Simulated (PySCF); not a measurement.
# C7H4BrF3 (4-bromobenzotrifluoride): the cost of one run

Computed with PySCF 2.14.0 and routines of our own; the level stands in each step. Atoms count from 0.

## 1. The starting structure

15 atoms, charge 0, multiplicity 1; geometry from: GFN2-xTB.

## 2. Optimising the geometry at PBE0-D3(BJ)/def2-SVP

The job: settings as JSON, then the geometry in Å.

```
{"job": {"xc": "PBE0", "basis": "def2-SVP", "d3": "d3bj", "grid": 2, "kind": "geom"}, "charge": 0, "multiplicity": 1}
F      2.735823     0.078476     1.203446
C      2.215137     0.234333    -0.029774
F      2.604285     1.447624    -0.448670
F      2.833243    -0.659762    -0.813752
C      0.720422     0.076560    -0.029707
C      0.154828    -1.163321    -0.297261
C     -1.219631    -1.308994    -0.271168
C     -2.011895    -0.211318     0.026316
Br    -3.899398    -0.409797     0.056388
C     -1.454521     1.027743     0.301566
C     -0.079998     1.170759     0.274411
H      0.785225    -2.007489    -0.529210
H     -1.671000    -2.265952    -0.480804
H     -2.086995     1.870178     0.533461
H      0.370061     2.128949     0.482848
```

The run is started by

```sh
OMP_NUM_THREADS=1 python excited_run.py task.json out
```

The driver reads the jobs from task.json and runs them one after another.

**Question.** How long does this first job take on 1 thread of Intel Xeon Platinum 8259CL at 2.50GHz, shared host, and how much memory does it need?

About 4.1 min, with a peak of 0.99 GiB.
